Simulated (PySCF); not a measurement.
# Ways to converge the SCF of SrO

The same problem is solved with other solver options, one edit a run.

Computed with PySCF 2.14.0. Level: each script names its method and basis.

3 further runs of the same task are left out: 1 for a known fault of the program, 2 that didn't finish.

### Step 1. Where the work starts

SrO: 2 atoms, charge 0, spin multiplicity 1.

Bond lengths: Sr1–O2 2.041 Å.

### Step 2. Base script

File input.py:

```python
from pyscf import gto, scf, mp

mol = gto.M(
    atom='Sr 0 0 0; O 0 0 2.041',
    basis='def2-svpd',
    ecp={'Sr': 'def2-svpd'},
    charge=0,
    spin=0,
    verbose=3,
)
mf = scf.RHF(mol)
mf.kernel()
mp.MP2(mf, frozen=1).kernel()
mf.dip_moment()
print('orbital energies (hartree):', mf.mo_energy[..., max(0, mol.nelec[1]-3):mol.nelec[0]+3].round(4))
```

Launch:

```
$ OMP_NUM_THREADS=1 python input.py
```

The log of this run is left out.

In short: E(SCF) = -105.073727 Eh, E(MP2) − E(SCF) = -0.33650 Eh, μ = 12.33 D (of the SCF density).

The bond length is a typed value, not an optimised one.

### Step 3. Level shift 0.3 hartree

Edit 1 changes level shift: none → 0.3 hartree.

File input.py:

```python
from pyscf import gto, scf, mp

mol = gto.M(
    atom='Sr 0 0 0; O 0 0 2.041',
    basis='def2-svpd',
    ecp={'Sr': 'def2-svpd'},
    charge=0,
    spin=0,
    verbose=3,
)
mf = scf.RHF(mol)
mf.level_shift = 0.3
mf.kernel()
mp.MP2(mf, frozen=1).kernel()
mf.dip_moment()
print('orbital energies (hartree):', mf.mo_energy[..., max(0, mol.nelec[1]-3):mol.nelec[0]+3].round(4))
```

Launch:

```
$ OMP_NUM_THREADS=1 python input.py
```

### Step 4. Smearing width 0.2 hartree

Edit 2 changes smearing width: none → 0.2 hartree; step after the SCF: mp2 → none.

input.py, as its differences from that of step 2:

```diff
@@ -1,2 +1,2 @@
-from pyscf import gto, scf, mp
+from pyscf import gto, scf
 
@@ -11,4 +11,4 @@
 mf = scf.RHF(mol)
+mf = scf.addons.smearing_(mf, sigma=0.2, method='fermi')
 mf.kernel()
-mp.MP2(mf, frozen=1).kernel()
 mf.dip_moment()
```

### Step 5. Point-group symmetry on

Edit 3 changes point-group symmetry: off → on.

input.py, as its differences from that of step 2:

```diff
@@ -8,2 +8,3 @@
     spin=0,
+    symmetry=True,
     verbose=3,
```

### Step 6. Convergence threshold 1e-16 hartree

Edit 4 changes convergence threshold: default → 1e-16 hartree.

input.py, as its differences from that of step 2:

```diff
@@ -11,2 +11,3 @@
 mf = scf.RHF(mol)
+mf.conv_tol = 1e-16
 mf.kernel()
```

What does the calculation give? Wanted: for each run, E(SCF); from base; SCF dipole; after the SCF.

The runs gave:

```
                                     run  E(SCF) (hartree)  from base (eV)  SCF dipole (D)                           after the SCF
                                    base       -105.073727               0           12.33  MP2 correlation -9.157 eV, core frozen
                 level shift 0.3 hartree       -105.073727          0.0000           12.33  MP2 correlation -9.157 eV, core frozen
smearing width 0.2 hartree (poor choice)       -103.659522  not comparable            1.20                                     n/a
                 point-group symmetry on       -105.073727          0.0000           12.33  MP2 correlation -9.157 eV, core frozen
     convergence threshold 1e-16 hartree       -105.073727          0.0000           12.33  MP2 correlation -9.157 eV, core frozen
```

No change of the SCF energy comes from level shift 0.3 hartree or point-group symmetry on or convergence threshold 1e-16 hartree. Rows marked «poor choice» come from settings spoiled on purpose.
